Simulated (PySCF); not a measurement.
# BiI2 (Bi(I)2+): the cost of one run

Program: PySCF 2.14.0. Level of theory: several levels, as the steps say, no spin–orbit coupling. These are calculated values, not measurements.

## (1) Starting geometry

3 atoms, charge 1, spin multiplicity 1.

Bond lengths: Bi1–I2 2.747 Å, Bi1–I3 2.747 Å. Angles: I2–Bi1–I3 103.9°.

Geometry (Å):

```xyz
3
charge 1, multiplicity 1
Bi    0.6656    0.8435    0.0000
I    -0.3829   -0.4852    2.1640
I    -0.3829   -0.4852   -2.1640
```

Formal oxidation states: Bi +3. An earlier session relaxed this geometry at TPSS, Bi def2-SVP with ECP60, I def2-SVP with ECP28 (singlet, point group C2v).

At TPSS on the finer grid: E = -809.557350 Eh, HOMO -11.51 eV, LUMO -9.97 eV, Mulliken charge on Bi1 +0.75 e, largest force component 0.016 eV/Å. 

Levels to run: r2SCAN; M06-L; CAM-B3LYP; BLYP; TPSS, TZVP; TPSS, x2c-SVP. Hardware: 2 threads of Arm Neoverse V1, shared host.

## (2) r2SCAN

Contents of run.py (the lines that set the calculation):

```python
mol = gto.M(atom='''
Bi     0.66564     0.84348     0.00000
I     -0.38290    -0.48520     2.16398
I     -0.38290    -0.48520    -2.16398''',
    basis={'Bi': 'def2-SVP', 'I': 'def2-SVP'},
    ecp={'Bi': 'def2-SVP', 'I': 'def2-SVP'},
    charge=1, spin=0)
mf = dft.RKS(mol, xc='R2SCAN')
mf.grids.atom_grid = (75, 302)
mf = mf.density_fit()  # fitting sets: Bi def2-universal-JKFIT, I def2-universal-JKFIT
mf.conv_tol = 1e-08; mf.max_cycle = 55
mf.kernel(dm0)  # dm0: the density of the relaxed state
```

The run is started by

```
$ OMP_NUM_THREADS=2 python run.py
```

**Question.** How long does this run take on 2 threads of Arm Neoverse V1, shared host?

About 3.6 s.
